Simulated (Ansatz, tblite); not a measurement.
# PbMe4 (C4H12Pb): a ladder of methods and basis sets

How do method and basis change the picture of PbMe4 (C4H12Pb) (singlet)?

Method: as each input shows; program: Ansatz 0.2.0, Gaussian basis.

Levels to be run: GFN1-xTB, GFN2-xTB, PBE-D4/def2-TZVP, r2SCAN-D4/def2-TZVP, CAM-B3LYP-D4/def2-TZVP, B2PLYP/def2-TZVP, B3LYP-D4/def2-TZVP, PBE-D4/def2-SVP, PBE0-D4/def2-SVP, PBE0-D4/def2-TZVPD, PBE-D4/def2-TZVPD, CAM-B3LYP-D4/def2-TZVPD, CCSD(T)/def2-SVP, MP2/def2-TZVP, RPA/def2-TZVP.

2 further runs of the same task are left out: 2 set aside as unsound or not needed.

## 1. The geometry

The geometry is that of the singlet, from an earlier relaxation (B3LYP-D4/def2-SVP).

17 atoms, charge 0, spin multiplicity 1.

Bond lengths: Pb1–C2 2.270 Å, Pb1–C6 2.270 Å, Pb1–C10 2.270 Å, Pb1–C14 2.270 Å, C2–H3 1.099 Å, C2–H4 1.099 Å, C2–H5 1.099 Å, C6–H7 1.099 Å, C6–H8 1.099 Å, C6–H9 1.099 Å, C10–H11 1.099 Å, C10–H12 1.099 Å, C10–H13 1.099 Å, C14–H15 1.099 Å, C14–H16 1.099 Å, C14–H17 1.099 Å. Angles: C2–Pb1–C6 109.5°, C2–Pb1–C10 109.4°, C2–Pb1–C14 109.5°, C6–Pb1–C10 109.5°, C6–Pb1–C14 109.5°, C10–Pb1–C14 109.5°, Pb1–C2–H3 109.3°, Pb1–C2–H4 109.3°, Pb1–C2–H5 109.3°, H3–C2–H4 109.6°, H3–C2–H5 109.6°, H4–C2–H5 109.6°, Pb1–C6–H7 109.3°, Pb1–C6–H8 109.3°, Pb1–C6–H9 109.3°, H7–C6–H8 109.6°, H7–C6–H9 109.6°, H8–C6–H9 109.6° and more.

Pb takes a core potential in the def2 sets. No spin-orbit coupling is included.

PBE0-D4/def2-TZVP was run before; its log isn't repeated, and its numbers join the tables.

## 2. GFN1-xTB

Tight binding, by tblite at 300 K electronic temperature and without a spin-polarisation term:

```python
tblite.interface.Calculator('GFN1-xTB', numbers, positions, charge=0, uhf=0).singlepoint()
```

Energy -448.8929 eV, HOMO -11.30 eV, LUMO -6.80 eV; 0.009 s.

## 3. GFN2-xTB

Tight binding, by tblite at 300 K electronic temperature and without a spin-polarisation term:

```python
tblite.interface.Calculator('GFN2-xTB', numbers, positions, charge=0, uhf=0).singlepoint()
```

Energy -458.9889 eV, HOMO -10.55 eV, LUMO -6.90 eV; 0.005 s.

## 4. PBE-D4/def2-TZVP

start.molden holds the orbitals of an earlier run on this state, given as this run's starting guess.

in.yaml

```yaml
crystal:
  periodic: [false, false, false]
  atoms:
    - {symbol: Pb, position_ang: [0.000004, 0.000000, -0.000172]}
    - {symbol: C, position_ang: [-0.001892, -0.015290, 2.269282]}
    - {symbol: H, position_ang: [-1.037763, 0.040964, 2.631917]}
    - {symbol: H, position_ang: [0.566434, 0.849493, 2.639204]}
    - {symbol: H, position_ang: [0.464564, -0.944040, 2.626386]}
    - {symbol: C, position_ang: [2.140314, 0.006612, -0.755038]}
    - {symbol: H, position_ang: [2.138957, -0.077106, -1.850796]}
    - {symbol: H, position_ang: [2.681662, -0.845176, -0.320197]}
    - {symbol: H, position_ang: [2.627848, 0.945270, -0.456878]}
    - {symbol: C, position_ang: [-1.070692, 1.857623, -0.744287]}
    - {symbol: H, position_ang: [-0.977908, 1.917474, -1.837674]}
    - {symbol: H, position_ang: [-0.616114, 2.746899, -0.285770]}
    - {symbol: H, position_ang: [-2.132345, 1.800501, -0.466225]}
    - {symbol: C, position_ang: [-1.067643, -1.848886, -0.769976]}
    - {symbol: H, position_ang: [-2.070034, -1.902399, -0.322715]}
    - {symbol: H, position_ang: [-0.491442, -2.742779, -0.493154]}
    - {symbol: H, position_ang: [-1.153959, -1.789192, -1.863906]}
basis:
  gaussian: {orbitals: def2-TZVP, initial_orbitals: start.molden}
hamiltonian: {xc: pbe, dispersion: d4}
scf: {omitted_lower_state_checks: [starts]}
output: {forces: true, orbitals: {seedname: orbitals}}
```

The run is started by

```sh
> ansatz run in.yaml --threads 4 --pin off --events-out ev --progress --plain --max-ram 4787MiB
```

Further steps of the session: r2SCAN-D4/def2-TZVP; CAM-B3LYP-D4/def2-TZVP; B2PLYP/def2-TZVP; B3LYP-D4/def2-TZVP; PBE-D4/def2-SVP; PBE0-D4/def2-SVP; PBE0-D4/def2-TZVPD; PBE-D4/def2-TZVPD; CAM-B3LYP-D4/def2-TZVPD; CCSD(T)/def2-SVP; MP2/def2-TZVP; RPA/def2-TZVP.

Q: Predict the results of all the runs planned. Wanted: gap in def2-TZVP, named functionals, smallest and largest; correlation energy, CCSD(T)/def2-SVP; correlation energy, MP2/def2-TZVP; binding an atom, CCSD(T)/def2-SVP; PBE0 total energy, smallest basis above largest.

**Answer**, as computed:

| quantity | value |
| --- | --- |
| gap in def2-TZVP, named functionals, smallest and largest | 5.16 eV (PBE-D4), 9.36 eV (CAM-B3LYP-D4) |
| correlation energy, CCSD(T)/def2-SVP | -22.21 eV |
| correlation energy, MP2/def2-TZVP | -30.58 eV |
| binding an atom, CCSD(T)/def2-SVP | 3.454 eV |
| PBE0 total energy, smallest basis above largest | 5.12 eV (def2-SVP, def2-TZVPD) |

**Reading.** Orbital gaps of the named functionals in def2-TZVP span 5.16 eV (PBE-D4) to 9.36 eV (CAM-B3LYP-D4); exact exchange widens it. The functionals in def2-TZVP miss CCSD(T)/def2-SVP by +0.167 (r2SCAN-D4) to +0.214 eV (PBE-D4) an atom. The yardstick is in a double-zeta basis, so levels in larger sets aren't compared like for like. CCSD(T)/def2-SVP isn't at the basis-set limit; small misses against it rank nothing.
